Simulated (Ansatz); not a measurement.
**GaSe3: further runs on a relaxed guess**

The task, for GaSe3: compute bands, density of states and charges.

Method: DFT PBE, scalar-relativistic, plane waves, PAW, in Ansatz 0.2.0.

1 further run of the same task is left out (set aside as unsound or not needed). Runs told in other sessions of the task aren't counted.

## Step 1: The system as given

It takes space group I4/mcm (No. 140, tetragonal). Conventional cell: a = 7.744 Å, b = 7.744 Å, c = 6.128 Å, α = 90.00°, β = 90.00°, γ = 90.00°. Around Ga (site symmetry -42m) lie 4 Se at 2.46 Å. Around Se (site symmetry 422) lie 10 Se at 3.06 to 3.24 Å. Around Se (site symmetry m2m) lie 2 Ga at 2.46 Å.

As a file:

```cif
data_structure
_symmetry_space_group_name_H-M 'I4/mcm'
_symmetry_Int_Tables_number 140
_cell_length_a 7.7442
_cell_length_b 7.7442
_cell_length_c 6.1275
_cell_angle_alpha 90.000
_cell_angle_beta 90.000
_cell_angle_gamma 90.000
_cell_volume 367.49
loop_
_atom_site_label
_atom_site_type_symbol
_atom_site_symmetry_multiplicity
_atom_site_Wyckoff_symbol
_atom_site_fract_x
_atom_site_fract_y
_atom_site_fract_z
_atom_site_occupancy
Ga1 Ga 4 b 0.00000 0.50000 0.25000 1
Se1 Se 4 a 0.00000 0.00000 0.75000 1
Se2 Se 8 h 0.17554 0.67554 0.50000 1
```

It is the end of an earlier relaxation with the same method, from a database cell with other species swapped in; it needn't be the stable form of this composition. At a tolerance of 0.05 Å it has space group I4/mcm (No. 140); it has 22.97 Å³/atom, an uncorrected energy of +0.01 eV/atom over the elements.

## Step 2: Bands, states and charges

File input.yaml:

```yaml
crystal:
  lattice:
    - [-3.8721236751, 3.8721236751, 3.0637664709]
    - [3.8721236751, -3.8721236751, 3.0637664709]
    - [3.8721236751, 3.8721236751, -3.0637664709]
  atoms:
    - { symbol: Ga, position: [0.25, 0.75, 0.5] }
    - { symbol: Ga, position: [0.75, 0.25, 0.5] }
    - { symbol: Se, position: [0.25, 0.25, 0.0] }
    - { symbol: Se, position: [0.75, 0.75, 0.0] }
    - { symbol: Se, position: [0.6755405714, 0.1755405714, 0.8510811428] }
    - { symbol: Se, position: [0.3244594286, 0.8244594286, 0.1489188572] }
    - { symbol: Se, position: [0.1755405714, 0.3244594286, 0.5] }
    - { symbol: Se, position: [0.8244594286, 0.6755405714, 0.5] }
basis:
  ecutwfc: 420
kpoints:
  mp_grid: { grid: [8, 8, 8] }
  band_path:
    path:
      - [[0.0, 0.0, 0.0], [0.0, 0.0, 0.5], [-0.5, 0.5, 0.5], [0.0, 0.0, 0.0], [0.40651389, 0.40651389, -0.40651389]]
      - [[-0.40651389, 0.59348611, 0.40651389], [-0.5, 0.5, 0.5]]
      - [[0.0, 0.0, 0.5], [0.25, 0.25, 0.25], [0.0, 0.5, 0.0], [0.0, 0.0, 0.0]]
    npoints: 14
hamiltonian:
  xc: pbe
scf:
  occupations: { method: gaussian, width: 0.1 }
  n_extra_bands: 20
output:
  forces: true
  stress: true
  eigenvalues: true
  populations: true
  dos: { projected: true, de: 0.02, nscf_kmesh: { grid: [10, 10, 10] } }
  bader: true
  write_density: true
  write_potential: true
  elf: true
  volumetric_format: npy
```

Run with:

```sh
$ ansatz run input.yaml --threads 1 --pin off --max-ram 2560MiB --backend cpu --events-out ev --progress --plain --runs-dir out
```

Before running it: what results should come out? Wanted: gap; states at the Fermi level; Bader charges.

**Answer**, as computed:

| quantity | value |
| --- | --- |
| gap | none (metal) |
| states at the Fermi level | 4.07 per eV per cell |
| Bader charges | Ga +0.92, Se -0.44 to -0.04 e |

**Reading.** It comes out metallic. Of the projected weight within 0.25 eV of the Fermi level, the largest part is Se 4p (94 %). Bader charges go up to 0.9 e. The final runs have no spin polarisation, so a magnetic state may lie lower.
